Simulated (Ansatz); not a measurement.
# CH7ClGeSi: up Jacob's ladder to CCSD(T)

One table from this session's results is given with a row withheld; the runs are named, their logs left out.

Method: functionals in def2-TZVPP, the program's frozen cores in correlated methods; program: Ansatz 0.2.0, Gaussian basis.

Plan: LDA (SPW92), PBE-D4, revPBE-D4, BLYP-D4, r2SCAN-D4, B97M-V, PBE0-D4, B3LYP-D4, r2SCANh-D4, r2SCAN0-D4, HSE06-D4, BHLYP-D4, CAM-B3LYP-D4, LC-ωPBE, ωB97X-V, ωB97M-V, B2PLYP, PBE-QIDH; CCSD(T)/def2-SVP; CCSD(T)/def2-TZVPP; MP2/def2-QZVPP; extrapolation to the limit; RPA on PBE.

### The geometry

An earlier PBE0-D4 in a triple-zeta def2 set relaxation fixed the geometry.

SMILES `C[SiH](Cl)[GeH3]`, 11 atoms, charge 0, spin multiplicity 1.

Atoms are counted from 1 here; the program's logs count them from 0.

Bond lengths: C1–Si2 1.862 Å, C1–H5 1.092 Å, C1–H6 1.092 Å, C1–H7 1.094 Å, Si2–Cl3 2.070 Å, Si2–Ge4 2.379 Å, Si2–H8 1.487 Å, Ge4–H9 1.540 Å, Ge4–H10 1.538 Å, Ge4–H11 1.536 Å. Angles: Si2–C1–H5 110.9°, Si2–C1–H6 110.5°, Si2–C1–H7 110.0°, H5–C1–H6 108.5°, H5–C1–H7 108.4°, H6–C1–H7 108.5°, C1–Si2–Cl3 108.9°, C1–Si2–Ge4 112.6°, C1–Si2–H8 110.5°, Cl3–Si2–Ge4 107.8°, Cl3–Si2–H8 106.5°, Ge4–Si2–H8 110.3°, Si2–Ge4–H9 110.3°, Si2–Ge4–H10 110.1°, Si2–Ge4–H11 110.8°, H9–Ge4–H10 108.3°, H9–Ge4–H11 108.5°, H10–Ge4–H11 108.8°.

The first run:

The input, in.yaml:

```yaml
crystal:
  periodic: [false, false, false]
  atoms:
    - {symbol: C, position_ang: [0.091737, 1.581460, 0.754239]}
    - {symbol: Si, position_ang: [0.416570, -0.250783, 0.678232]}
    - {symbol: Cl, position_ang: [2.460659, -0.566274, 0.589624]}
    - {symbol: Ge, position_ang: [-0.559402, -1.275051, -1.234340]}
    - {symbol: H, position_ang: [0.464091, 2.080306, -0.142682]}
    - {symbol: H, position_ang: [0.583576, 2.021035, 1.624768]}
    - {symbol: H, position_ang: [-0.982959, 1.767694, 0.832659]}
    - {symbol: H, position_ang: [-0.060673, -0.915295, 1.919351]}
    - {symbol: H, position_ang: [-2.089170, -1.097686, -1.214276]}
    - {symbol: H, position_ang: [-0.015867, -0.624534, -2.517422]}
    - {symbol: H, position_ang: [-0.243163, -2.777872, -1.269555]}
basis:
  gaussian: {orbitals: def2-TZVPP}
hamiltonian: {xc: lda}
output: {orbitals: {seedname: orbitals}}
```

Command:

```bash
ansatz run in.yaml --threads 4 --pin off --events-out ev --progress --plain --max-ram 10444MiB
```

Steps of the session up to this table: LDA; PBE-D4 (GGA); revPBE-D4 (GGA); BLYP-D4 (GGA); r2SCAN-D4 (meta-GGA); B97M-V (meta-GGA); B3LYP-D4 (hybrid); r2SCANh-D4 (hybrid); r2SCAN0-D4 (hybrid); HSE06-D4 (hybrid); BHLYP-D4 (hybrid); CAM-B3LYP-D4 (range-separated); LC-ωPBE (range-separated); ωB97X-V (range-separated); ωB97M-V (range-separated); B2PLYP (double hybrid); PBE-QIDH (double hybrid).

One table of the session follows, with a row left open; its other results are not shown here.

It belongs to the step «Orbital energies across the functionals». 

| functional | HOMO (eV) | gap (eV) |
| --- | --- | --- |
| LDA (SPW92) | -6.84 | 5.72 |
| PBE-D4 | -6.75 | 5.85 |
| revPBE-D4 | -6.71 | 5.90 |
| BLYP-D4 | -6.62 | 5.88 |
| r2SCAN-D4 | -7.03 | 6.43 |
| B97M-V | -7.14 | 6.44 |
| PBE0-D4 | ? | ? |
| B3LYP-D4 | -7.70 | 7.48 |
| r2SCANh-D4 | -7.45 | 7.14 |
| r2SCAN0-D4 | -8.08 | 8.20 |
| HSE06-D4 | -7.51 | 7.09 |
| BHLYP-D4 | -8.95 | 9.86 |
| CAM-B3LYP-D4 | -9.17 | 10.22 |
| LC-ωPBE | -10.47 | 12.63 |
| ωB97X-V | -10.15 | 12.18 |
| ωB97M-V | -9.94 | 11.73 |

**Question.** Estimate the row for PBE0-D4.

**Answer.** HOMO (eV): -7.90; gap (eV): 7.85. In the column «HOMO (eV)» it lies between r2SCAN0-D4 (-8.08) and B3LYP-D4 (-7.70).
